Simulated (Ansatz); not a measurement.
Predict the output of the script below (Ansatz's Python interface).

`energy.py`
```python
from dataclasses import dataclass
from pathlib import Path

import ansatz as az
import numpy as np


@dataclass(frozen=True)
class Settings:
    basis_set: str = "def2-SVP"
    functional: str = "b3lyp"


cfg = Settings()

GEOMETRY = """
B     0.06970    1.23740    0.30220
C     0.19410   -0.12680   -0.38000
C    -0.34340   -1.22310    0.16700
Br    1.23500   -0.23930   -2.03050
H     0.48130    2.23580   -0.23990
H    -0.56870    1.41030    1.30730
H    -0.83480   -1.17760    1.12030
H    -0.14100   -2.17380   -0.30210
"""

mol = az.Crystal.molecule()
for line in GEOMETRY.strip().splitlines():
    symbol, *xyz = line.split()
    mol = mol.atom(symbol, [float(v) for v in xyz])

calculation = (
    mol.calculation()
    .basis(gaussian=cfg.basis_set)
    .functional(cfg.functional)
    .forces()
    .orbitals()
)
out = calculation.run(runs_dir="c2h4bbr_runs")
report = out.report

print("reference energy %16.6f eV" % report["reference_energy_ev"])
print("total energy     %16.6f eV" % report["free_energy_ev"])
print("occupied orbitals outside the frozen core (up, down):", report["n_occupied"], " frozen:", report["n_frozen"], " virtual:", report["n_virtual"])

field = report["mean_field"]
print("<S^2> =", round(abs(field["state"]["spin_squared"]), 4), " all-electron relativity setting:", field["relativity"])
print("passes:", field["passes"])
if "symmetry" in field:
    print("occupied orbitals by irrep:", field["symmetry"]["occupied"])

symbols = [site.symbol for site in mol.cartesian_sites]
forces = np.array(report["forces_ev_ang"])
print("largest force", round(float(np.linalg.norm(forces, axis=1).max()), 4), "eV/A, rms", round(float(np.sqrt((forces ** 2).mean())), 4))

charges = report["charge_distribution"]
dipole = np.array(charges["dipole_moment_e_ang"]) * 4.803205
print("dipole (D): {:.3f} {:.3f} {:.3f}, length {:.3f}".format(*dipole, np.linalg.norm(dipole)))
print("atom  Mulliken   Lowdin")
for symbol, m, l in zip(symbols, charges["mulliken_charges_e"], charges["lowdin_charges_e"]):
    print(f"{symbol:4s} {m:9.3f} {l:8.3f}")

lines = Path(report["orbitals_path"]).read_text().splitlines()
field_of = lambda key: [line.split("=")[1].strip() for line in lines if line.startswith(key)]
orbitals = [(27.211386 * float(e), s, float(n)) for e, s, n in zip(field_of("Ene="), field_of("Spin="), field_of("Occup="))]
homo = max(e for e, _, n in orbitals if n > 0.5)
lumo = min(e for e, _, n in orbitals if n < 0.5)
for e, spin, n in sorted(orbitals):
    if homo - 10 < e < lumo + 5:
        print(f"{spin:6s} {e:10.3f} eV  occupation {n:.0f}")
```

```console
$ python energy.py
reference energy    -72850.802412 eV
total energy        -72850.802412 eV
occupied orbitals outside the frozen core (up, down): [28, 28]  frozen: 0  virtual: [66, 66]
<S^2> = 0.0  all-electron relativity setting: none
passes: {'evaluations': 15, 'products': 12}
occupied orbitals by irrep: [{'A': 28}, {'A': 28}]
largest force 1.2259 eV/A, rms 0.4533
dipole (D): -0.744 -1.146 1.218, length 1.831
atom  Mulliken   Lowdin
B        0.052   -0.078
C       -0.074   -0.179
C        0.055    0.090
Br      -0.079    0.185
H       -0.022   -0.024
H       -0.027   -0.021
H        0.056    0.023
H        0.039    0.004
Alpha     -16.092 eV  occupation 2
Alpha     -13.896 eV  occupation 2
Alpha     -12.675 eV  occupation 2
Alpha     -11.520 eV  occupation 2
Alpha      -9.661 eV  occupation 2
Alpha      -9.574 eV  occupation 2
Alpha      -9.184 eV  occupation 2
Alpha      -7.698 eV  occupation 2
Alpha      -7.345 eV  occupation 2
Alpha      -2.613 eV  occupation 0
Alpha      -0.253 eV  occupation 0
Alpha       0.637 eV  occupation 0
Alpha       2.191 eV  occupation 0
```

Total energies depend on the basis set; only differences at equal settings carry meaning. The geometry is a force-field or estimated start, not a minimum of this method, and the basis set is short of its limit. The Löwdin charges here are taken after orthogonalising the functions within each atom; they differ from plain Löwdin charges, and their signs can be unphysical. Alpha marks a spatial orbital of a restricted run, filled by both spins. b3lyp holds the VWN-RPA fit, as in Gaussian; the form of ORCA and Turbomole is b3lyp5. Levels such as HOMO and LUMO are orbital energies: with these approximate functionals they aren't the ionisation energy and electron affinity, and their gap isn't the fundamental gap. Timing: 3.6 s on 1 thread of Arm Neoverse V2, on a shared host, peak memory 0.25 GiB.
